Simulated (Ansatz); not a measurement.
# Cl− with BF3: structure and interaction energy

The task here is to estimate one member of a computed series from the others.

The runs use Ansatz 0.2.0, Gaussian basis; PBE0-D4 structure, single points in def2-TZVPPD.

Levels: PBE-D4, revPBE-D4, BLYP-D4, r2SCAN-D4, B97M-V, PBE0-D4, B3LYP-D4, HSE06-D4, wB97X-V, wB97M-V, B2PLYP, Hartree-Fock, MP2, CCSD, CCSD(T). The reference is CCSD(T) extrapolated to the basis limit.

Cores are frozen in the correlated methods. B3LYP uses VWN-RPA correlation. B2PLYP carries no dispersion term here.

163 further runs of the same task are left out: 163 set aside as unsound or not needed. Runs told in other sessions of the task aren't counted.

### Starting geometry

The pair, from a GFN2-xTB docking trial: 5 atoms, charge -1, spin multiplicity 1.

Atoms are counted from 1 here; the program's logs count them from 0.

Bond lengths: Cl1–B3 1.890 Å, F2–B3 1.379 Å, B3–F4 1.374 Å, B3–F5 1.378 Å. Angles: Cl1–B3–F2 108.7°, Cl1–B3–F4 109.6°, Cl1–B3–F5 108.8°, F2–B3–F4 109.9°, F2–B3–F5 110.0°, F4–B3–F5 109.8°.

Coordinates:

```
Cl   -0.1664   -0.0826   -1.7715
F    -0.6091    1.1502    0.5578
B     0.0135    0.0047    0.1075
F     1.3455    0.0339    0.4424
F    -0.5835   -1.1062    0.6639
```

Atoms 1 to 1 are fragment A (Cl−), the rest fragment B (BF3).

Set-up of the first run:

Contents of pre/in.yaml:

```yaml
crystal:
  periodic: [false, false, false]
  atoms:
    - {symbol: Cl, position_ang: [-0.166400, -0.082600, -1.771500]}
    - {symbol: F, position_ang: [-0.609100, 1.150200, 0.557800]}
    - {symbol: B, position_ang: [0.013500, 0.004700, 0.107500]}
    - {symbol: F, position_ang: [1.345500, 0.033900, 0.442400]}
    - {symbol: F, position_ang: [-0.583500, -1.106200, 0.663900]}
basis:
  gaussian: {orbitals: def2-SVPD}
total_charge: -1
hamiltonian: {xc: pbe, dispersion: d4}
relax: {f_tol: 0.03, max_steps: 250}
```

Launch:

```bash
ansatz run in.yaml --threads 4 --pin off --events-out ev --progress --plain --max-ram 9574MiB
```

Steps of the session up to this table: A first relaxation in a small basis; Relaxation at PBE0-D4; wB97X-V/def2-TZVPPD; wB97M-V/def2-TZVPPD; B2PLYP/def2-TZVPPD; B97M-V/def2-TZVPPD; CCSD(T)/def2-TZVPPD; MP2/def2-QZVPPD; Hartree-Fock/STO-3G; SPW92/def2-SVP; wB97M-V/def2-SVP; CCSD(T)/def2-SVP; Vibrations of the pair.

One table of the session follows, with a row left open; its other results are not shown here.

| method | interaction (kJ/mol) |
| --- | --- |
| PBE-D4 | ? |
| revPBE-D4 | -273.13 |
| BLYP-D4 | -262.14 |
| r2SCAN-D4 | -296.55 |
| B97M-V | -289.34 |
| PBE0-D4 | -302.05 |
| B3LYP-D4 | -283.81 |
| HSE06-D4 | -301.54 |
| wB97X-V | -296.65 |
| wB97M-V | -292.32 |
| B2PLYP | -281.48 |
| Hartree-Fock | -284.90 |
| MP2 | -288.99 |
| CCSD | -290.29 |
| CCSD(T) | -288.61 |
| CCSD(T)/CBS | -299.50 |

Q: Estimate the row for PBE-D4 from the others.

As computed: interaction (kJ/mol): -281.10. In the column «interaction (kJ/mol)» it lies between B2PLYP (-281.48) and revPBE-D4 (-273.13).
